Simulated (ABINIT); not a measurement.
# C: single point with PBEsol

The system is C.

```
C
1.0
     0.00000    1.78337    1.78337
     1.78337    0.00000    1.78337
     1.78337    1.78337    0.00000
C
2
Direct
  0.75000 0.75000 0.75000
  0.50000 0.50000 0.50000
```

This isn't the form of C at room conditions, which is graphite.

- Program: ABINIT 10.8.3 (patched build)
- Task: single point
- Functional: PBEsol
- Potentials or basis: PseudoDojo NC SR PBEsol v0.4.1 standard
- Cutoff: 1007 eV
- k mesh: 10 × 10 × 10
- Occupations: fermi-dirac, width 0.05 eV
- Spin: no spin polarisation

| Property | Result |
| --- | --- |
| Pressure | -4.0 GPa |
| Band gap on the k mesh | 4.08 eV, indirect (least direct gap 5.56 eV) |
| All electrons inside the program's atomic spheres | C 4.66, 4.70 (radii [1.0584] Å) |

Levels at points of the mesh, in eV from the valence-band top:
```csv
k point,band 1,band 2,band 3,band 4,band 5,band 6,band 7,band 8
"(0.00, 0.00, 0.00)",-21.55,0.00,0.00,0.00,5.56,5.56,5.56,13.35
"(0.50, 0.00, 0.00)",-15.72,-13.49,-2.82,-2.82,8.43,8.43,8.87,15.50
"(0.50, 0.50, 0.00)",-12.80,-12.80,-6.36,-6.36,4.65,4.65,16.80,16.80
```

It took 3.6 s on 1 thread of AMD EPYC 9R45 96-Core Processor (Zen 5) (shared host), peak memory 0.07 GiB.

A k mesh can miss the band edges. Expect the measured gap to be larger: semilocal functionals such as PBEsol lack the derivative discontinuity.
